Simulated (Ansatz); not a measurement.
# Ba2Be: the cost of one run

Program: Ansatz 0.2.0. Level of theory: DFT PBE, scalar-relativistic, plane waves, PAW. These are calculated values, not measurements.

### Step 1. The system as given

The structure is cubic, space group Fm-3m (No. 225). The conventional cell has a = 7.197 Å, b = 7.197 Å, c = 7.197 Å, α = 90.00°, β = 90.00°, γ = 90.00°. Ba (site symmetry -43m) is surrounded by 4 Be at 3.12 Å. Be (site symmetry m-3m) is surrounded by 8 Ba at 3.12 Å.

Coordinates:

```
CELL_PARAMETERS angstrom
0.00000 3.59869 3.59869
3.59869 0.00000 3.59869
3.59869 3.59869 0.00000
ATOMIC_POSITIONS crystal
Ba 0.25000 0.25000 0.25000
Ba 0.75000 0.75000 0.75000
Be 0.50000 0.50000 0.50000
```

The cell is invented: random cell by space group and Wyckoff sites (Fm-3m, No. 225). The dimensions are guesses.

### Step 2. A first look at the guess

File input.yaml:

```yaml
crystal:
  lattice:
    - [0.0, 3.5986948, 3.5986948]
    - [3.5986948, 0.0, 3.5986948]
    - [3.5986948, 3.5986948, 0.0]
  atoms:
    - { symbol: Ba, position: [0.25, 0.25, 0.25] }
    - { symbol: Ba, position: [0.75, 0.75, 0.75] }
    - { symbol: Be, position: [0.5, 0.5, 0.5] }
basis:
  ecutwfc: 420
kpoints:
  mp_grid: { grid: [4, 4, 4] }
hamiltonian:
  xc: pbe
scf:
  occupations: { method: gaussian, width: 0.1 }
  lower_state_search: "off"
output:
  forces: true
  stress: true
  eigenvalues: true
```

Run with:

```sh
ansatz run input.yaml --threads 1 --pin off --max-ram 2560MiB --backend cpu --events-out ev --progress --plain --runs-dir out
```

**Question.** How long does this run take on 1 thread of Intel Xeon Platinum 8259CL at 2.50GHz (Skylake/Cascade Lake), shared host, and how much memory does it need?

About 1.2 s, with a peak of 0.36 GiB.
